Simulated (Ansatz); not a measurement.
# C₁₀H₁₁ClHfO: one species, many methods

The task here is to estimate one member of a computed series from the others.

Computed with Ansatz 0.2.0, Gaussian basis. Level: functionals in def2-TZVPP, the program's frozen cores in correlated methods.

Levels to be run: LDA (SPW92), PBE-D4, revPBE-D4, BLYP-D4, r2SCAN-D4, B97M-V, PBE0-D4, B3LYP-D4, r2SCANh-D4, r2SCAN0-D4, HSE06-D4, BHLYP-D4, CAM-B3LYP-D4, LC-ωPBE, ωB97X-V, ωB97M-V, B2PLYP, PBE-QIDH; CCSD(T)/def2-SVP; CCSD(T)/def2-TZVPP; MP2/def2-QZVPP; extrapolation to the limit; RPA on PBE.

**The geometry**

An earlier PBE0-D4 in a triple-zeta def2 set relaxation fixed the geometry. Hf takes the def2 core potential; no spin-orbit term is included.

SMILES `[OH][Hf]12345678([Cl])([C@H]9[C@@H]1[C@@H]2[C@@H]3[C@H]94)[C@H]1[C@@H]5[C@@H]6[C@@H]7[C@H]18`, 24 atoms, charge 0, spin multiplicity 1.

Atoms are counted from 1 here; the program's logs count them from 0.

Bond lengths: O1–Hf2 1.974 Å, O1–H14 0.956 Å, Hf2–Cl3 2.429 Å, Hf2–C4 2.545 Å, Hf2–C5 2.546 Å, Hf2–C6 2.542 Å, Hf2–C7 2.527 Å, Hf2–C8 2.510 Å, Hf2–C9 2.521 Å, Hf2–C10 2.530 Å, Hf2–C11 2.546 Å, Hf2–C12 2.531 Å, Hf2–C13 2.520 Å, C4–C5 1.405 Å, C4–C8 1.410 Å, C4–H15 1.080 Å, C5–C6 1.415 Å, C5–H16 1.080 Å and more. Angles: Hf2–O1–H14 124.8°, O1–Hf2–Cl3 100.0°, O1–Hf2–C4 80.5°, O1–Hf2–C5 94.6°, O1–Hf2–C6 126.9°, O1–Hf2–C7 132.5°, O1–Hf2–C8 101.3°, O1–Hf2–C9 110.4°, O1–Hf2–C10 131.9°, O1–Hf2–C11 110.3°, O1–Hf2–C12 80.4°, O1–Hf2–C13 80.3°, Cl3–Hf2–C4 114.6°, Cl3–Hf2–C5 83.9°, Cl3–Hf2–C6 80.5°, Cl3–Hf2–C7 108.8°, Cl3–Hf2–C8 133.5°, Cl3–Hf2–C9 129.9° and more.

As a file:

```mol
C10H11ClHfO
  3D, bonds by distance, orders not assigned

 24 33  0  0  0  0  0  0  0  0999 V2000
   -1.1819   -0.1095   -2.0470 O   0  0
   -0.3729    0.3676   -0.3111 Hf  0  0
   -1.3813    2.5497    0.0393 Cl  0  0
   -1.8167   -1.5952    0.4222 C   0  0
   -2.3439   -0.4641    1.0687 C   0  0
   -1.3781   -0.0020    1.9945 C   0  0
   -0.2545   -0.8384    1.9067 C   0  0
   -0.5142   -1.8178    0.9146 C   0  0
    2.0511   -0.3236   -0.2513 C   0  0
    1.9991    0.9606    0.3402 C   0  0
    1.6420    1.8837   -0.6641 C   0  0
    1.4548    1.1748   -1.8656 C   0  0
    1.7118   -0.1902   -1.6123 C   0  0
   -2.0829   -0.4079   -2.1655 H   0  0
   -2.3019   -2.1765   -0.3475 H   0  0
   -3.3044   -0.0074    0.8825 H   0  0
   -1.4797    0.8660    2.6275 H   0  0
    0.6517   -0.7480    2.4864 H   0  0
    0.1482   -2.6161    0.6152 H   0  0
    2.3148   -1.2426    0.2500 H   0  0
    2.2043    1.1965    1.3743 H   0  0
    1.4892    2.9420   -0.5237 H   0  0
    1.1227    1.5906   -2.8046 H   0  0
    1.6231   -0.9922   -2.3295 H   0  0
  1  2  8  0
  2  3  8  0
  2  4  8  0
  4  5  8  0
  5  6  8  0
  6  7  8  0
  7  8  8  0
  2  9  8  0
  9 10  8  0
 10 11  8  0
 11 12  8  0
 12 13  8  0
  1 14  8  0
  4 15  8  0
  5 16  8  0
  6 17  8  0
  7 18  8  0
  8 19  8  0
  9 20  8  0
 10 21  8  0
 11 22  8  0
 12 23  8  0
 13 24  8  0
  2  5  8  0
  9 13  8  0
  2  6  8  0
  2  7  8  0
  2  8  8  0
  2 10  8  0
  2 11  8  0
  2 12  8  0
  2 13  8  0
  4  8  8  0
M  END
```

The first run:

Contents of in.yaml:

```yaml
crystal:
  periodic: [false, false, false]
  atoms:
    - {symbol: O, position_ang: [-1.181934, -0.109511, -2.046975]}
    - {symbol: Hf, position_ang: [-0.372890, 0.367623, -0.311148]}
    - {symbol: Cl, position_ang: [-1.381348, 2.549710, 0.039340]}
    - {symbol: C, position_ang: [-1.816730, -1.595168, 0.422167]}
    - {symbol: C, position_ang: [-2.343949, -0.464052, 1.068684]}
    - {symbol: C, position_ang: [-1.378112, -0.001984, 1.994494]}
    - {symbol: C, position_ang: [-0.254502, -0.838441, 1.906672]}
    - {symbol: C, position_ang: [-0.514224, -1.817841, 0.914636]}
    - {symbol: C, position_ang: [2.051102, -0.323647, -0.251275]}
    - {symbol: C, position_ang: [1.999098, 0.960617, 0.340197]}
    - {symbol: C, position_ang: [1.642010, 1.883716, -0.664136]}
    - {symbol: C, position_ang: [1.454765, 1.174804, -1.865607]}
    - {symbol: C, position_ang: [1.711791, -0.190194, -1.612255]}
    - {symbol: H, position_ang: [-2.082884, -0.407851, -2.165505]}
    - {symbol: H, position_ang: [-2.301922, -2.176522, -0.347475]}
    - {symbol: H, position_ang: [-3.304428, -0.007418, 0.882460]}
    - {symbol: H, position_ang: [-1.479744, 0.866021, 2.627491]}
    - {symbol: H, position_ang: [0.651733, -0.747974, 2.486403]}
    - {symbol: H, position_ang: [0.148229, -2.616142, 0.615247]}
    - {symbol: H, position_ang: [2.314783, -1.242632, 0.250037]}
    - {symbol: H, position_ang: [2.204250, 1.196480, 1.374289]}
    - {symbol: H, position_ang: [1.489165, 2.942017, -0.523675]}
    - {symbol: H, position_ang: [1.122663, 1.590582, -2.804553]}
    - {symbol: H, position_ang: [1.623089, -0.992203, -2.329501]}
basis:
  gaussian: {orbitals: def2-TZVPP}
hamiltonian: {xc: lda}
output: {orbitals: {seedname: orbitals}}
```

Run with:

```
ansatz run in.yaml --threads 11 --pin off --events-out ev --progress --plain --max-ram 174080MiB --backend cuda --devices 0, --max-vram 75GiB
```

Steps of the session up to this table: LDA; PBE-D4 (GGA); revPBE-D4 (GGA); BLYP-D4 (GGA); r2SCAN-D4 (meta-GGA); B97M-V (meta-GGA); PBE0-D4 (hybrid); B3LYP-D4 (hybrid); r2SCANh-D4 (hybrid); r2SCAN0-D4 (hybrid); HSE06-D4 (hybrid); BHLYP-D4 (hybrid); CAM-B3LYP-D4 (range-separated); LC-ωPBE (range-separated); ωB97X-V (range-separated); ωB97M-V (range-separated); B2PLYP (double hybrid); PBE-QIDH (double hybrid).

One table of the session follows, with a row left open; its other results are not shown here.

It belongs to the step «Orbital energies across the functionals». 

```
  functional  HOMO (eV)  gap (eV)
 LDA (SPW92)      -5.93      4.05
      PBE-D4      -5.74      4.13
   revPBE-D4      -5.66      4.17
     BLYP-D4      -5.56      4.09
   r2SCAN-D4      -5.94      4.51
      B97M-V      -5.98      4.58
     PBE0-D4      -6.76      6.04
    B3LYP-D4      -6.54      5.62
  r2SCANh-D4      -6.32      5.21
  r2SCAN0-D4          ?         ?
    HSE06-D4      -6.37      5.28
    BHLYP-D4      -7.60      7.90
CAM-B3LYP-D4      -7.96      8.31
     LC-ωPBE      -9.24     10.67
     ωB97X-V      -8.90     10.27
     ωB97M-V      -8.80     10.03
```

Estimate the missing values for r2SCAN0-D4.

Worked estimate for «HOMO (eV)». Against the share of exact exchange, r2SCAN-D4 (0, -5.94), r2SCANh-D4 (0.1, -6.32) give a slope of -3.80 per unit share; at 0.25 the line stands at -6.89.

As computed: HOMO (eV): -6.90; gap (eV): 6.27. In «HOMO (eV)» the line misses by +0.01.
